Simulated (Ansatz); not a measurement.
I need the interaction energy of a dimer with the counterpoise correction of BBrH₄Si, SMILES [SiH3]BBr. Use the Ansatz DFT code, driven from Python. Use (for the species named): MP2, def2-SVPD basis, multiplicity 1.

```xyz
7

Si   -0.6260    0.4291   -0.2268
B     0.8178   -0.5162    0.5007
Br    1.7652   -1.8394   -0.6438
H    -1.6442   -0.4587   -0.6692
H    -0.2153    1.2499   -1.4137
H    -1.2180    1.3952    0.7834
H     1.1817   -0.3280    1.6236
```

The script, `bbrh4si_dimer.py`:
```python
'''Binding of a BBrH4Si dimer at a trial geometry.'''

import ansatz as az

config = {
    'basis_set': 'def2-SVPD',
    'method': 'mp2',
}

FIRST = [
    ('Si', (-0.6347, 0.4388, -0.2203)),
    ('B', (0.8091, -0.5065, 0.5072)),
    ('Br', (1.7565, -1.8297, -0.6373)),
    ('H', (-1.6529, -0.449, -0.6627)),
    ('H', (-0.224, 1.2596, -1.4072)),
    ('H', (-1.2267, 1.4049, 0.7899)),
    ('H', (1.173, -0.3183, 1.6301)),
]
SECOND = [
    ('Si', (1.6912, 3.9592, 0.1717)),
    ('B', (0.4411, 5.1538, 0.8912)),
    ('Br', (0.7733, 7.1068, 0.708)),
    ('H', (2.9762, 4.1612, 0.7449)),
    ('H', (1.8413, 4.1333, -1.3109)),
    ('H', (1.2707, 2.5182, 0.3978)),
    ('H', (-0.5471, 4.7643, 1.4393)),
]

def energy(atoms, ghosts=()):
    molecule = az.Crystal.molecule()
    for symbol, xyz in atoms:
        molecule = molecule.atom(symbol, xyz)
    calc = (
        molecule.calculation()
        .basis(gaussian=config['basis_set'])
        .correlation(config['method'], electrons='valence')
        .scf(lower_state_search='light')
    )
    deck = calc.input()
    if ghosts:
        deck = deck.set(az.key.basis.gaussian.ghost_atoms, [{'symbol': s, 'position_ang': list(xyz)} for s, xyz in ghosts])
    return az.Session.from_dict(deck).plan().execute().report['free_energy_ev']

# monomers in their own basis and in the basis of the dimer
both = energy(FIRST + SECOND)
alone = energy(FIRST) + energy(SECOND)
ghosted = energy(FIRST, SECOND) + energy(SECOND, FIRST)
print(f'dimer {both:.6f} eV')
print(f'interaction, uncorrected   {96.485332 * (both - alone):8.3f} kJ/mol')
print(f'interaction, counterpoise  {96.485332 * (both - ghosted):8.3f} kJ/mol')
print(f'basis-set superposition    {96.485332 * (alone - ghosted):8.3f} kJ/mol')
```

`python bbrh4si_dimer.py` gives:
```text
dimer -157192.979198 eV
interaction, uncorrected    -11.065 kJ/mol
interaction, counterpoise    -3.365 kJ/mol
basis-set superposition       7.699 kJ/mol
```

Uncorrected it is -11.065 kJ/mol, with the counterpoise correction -3.365 kJ/mol; the difference, 7.700 kJ/mol, is the superposition error.

Notes:
- The settings weren't tested for convergence.
- The dimer is a generated trial pose of unrelaxed monomers, not a minimum, so the figure is no binding energy, and the basis set is small.
- Run time: 59 s on 1 thread of Arm Neoverse V1, on a shared host, peak memory 0.89 GiB.
